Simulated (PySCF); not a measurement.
# C2H7Ge2P: the cost of one run

The runs use PySCF 2.14.0, with density-fitted response routines of our own; the level of theory stands in each step. All values are computed, except where a source is named. Atoms are numbered from 0 throughout.

## (1) The starting structure

12 atoms, charge 0, multiplicity 1; geometry from: GFN2-xTB. The atoms were then displaced at random by about 0.01 Å, so the start is not that level's minimum.

Bonds of the start (Å): C0–C1 1.19, C1–Ge2 1.91, Ge2–P3 2.27, P3–Ge4 2.31, C0–H5 1.08, Ge2–H6 1.49, Ge2–H7 1.54, P3–H8 1.39, Ge4–H9 1.52, Ge4–H10 1.50, Ge4–H11 1.48.

## (2) Optimising the geometry at PBE0-D3(BJ)/def2-SVP

What the job is given:

```
{"job": {"xc": "PBE0", "basis": "def2-SVP", "d3": "d3bj", "grid": 1, "shake": 0.01, "kind": "geom"}, "charge": 0, "multiplicity": 1}
C      2.027160     1.619210    -0.762820
C      1.671090     0.500230    -0.571430
Ge     1.039850    -1.257270    -0.193520
P     -0.723680    -1.356240     1.231120
Ge    -2.015690     0.261470     0.204700
H      2.315590     2.637080    -0.960940
H      0.791240    -1.911310    -1.512700
H      2.239490    -1.984250     0.432060
H     -0.193440    -0.464270     2.158980
H     -3.140400     0.644670     1.147330
H     -1.323130     1.539650    -0.154800
H     -2.648370    -0.257240    -1.027010
```

Command:

```bash
OMP_NUM_THREADS=1 python probes_run.py task.json out
```

One launch serves the whole session: the jobs run in the order shown.

**Question.** How long does this first job take on 1 thread of Arm Neoverse V1, shared host, and how much memory does it need?

About 2.3 min, with a peak of 0.63 GiB.
